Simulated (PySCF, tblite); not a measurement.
**CH₅FGeO, a complex of two parts: NMR shifts, interaction energy, infrared bands, spin-spin couplings and core binding energies**

An exercise on one series of results from a longer session: the logs are not shown, and one member is left open.

Programs: tblite 0.8.0 and PySCF 2.14.0. All values are calculated, for the isolated system unless a continuum is named. Atoms count from 0, parts from 1.

## The system as given

9 atoms, charge 0, multiplicity 1; geometry: rigid parts in contact. Parts: 1 = atoms 0–4, `[F][GeH3]`, charge 0; 2 = atoms 5–8, `C=O`, charge 0.

The first run:

The job: settings as JSON, then the geometry in Å.

```
{"job": {"kind": "dock", "xc": "GFN2-xTB", "basis": "xTB"}, "charge": 0, "multiplicity": 1, "parts": [{"atoms": "0-4", "charge": 0, "multiplicity": 1}, {"atoms": "5-8", "charge": 0, "multiplicity": 1}]}
Ge     0.064251    -0.118859     0.033175
F     -0.735987     1.363955    -0.378780
H      1.485962     0.295764     0.224071
H     -0.633872    -0.554651     1.278947
H     -0.180354    -0.986210    -1.157413
C     -3.552293     1.111452    -0.586569
O     -3.634111    -0.063293    -0.401247
H     -3.977504     1.607181    -1.475351
H     -3.044702     1.793845     0.115812
```

Level: GFN2-xTB search for minima from random contacts, gas phase.

The run is started by

```sh
OMP_NUM_THREADS=1 python cluster_run.py task.json out
```

The driver reads the jobs from task.json and runs them one after another.

Steps of the session up to this table: Search for minima with GFN2-xTB; Geometry optimisation at PBE0-D3(BJ)/def2-SVPD; Nuclear shieldings: PBE0/pcSseg-2; Coupled-cluster interaction energy: CCSD(T) and MP2.

One table of the session follows, with a row left open; its other results are not shown here.

It belongs to the step «Coupled-cluster interaction energy: CCSD(T) and MP2». 

```
                 method  interaction energy (kcal/mol)
         HF/aug-cc-pVDZ                          -2.60
        MP2/aug-cc-pVDZ                          -3.66
       CCSD/aug-cc-pVDZ                          -3.56
    CCSD(T)/aug-cc-pVDZ                          -3.78
         HF/aug-cc-pVQZ                          -2.51
        MP2/aug-cc-pVQZ                              ?
    SCS-MP2/aug-cc-pVQZ                          -3.67
      MP2, extrapolated                          -4.40
CCSD(T), limit estimate                          -4.52
```

**Question.** Estimate the row for MP2/aug-cc-pVQZ.

As computed: interaction energy (kcal/mol): -4.27. In the column «interaction energy (kcal/mol)» it lies between MP2, extrapolated (-4.40) and CCSD(T)/aug-cc-pVDZ (-3.78).
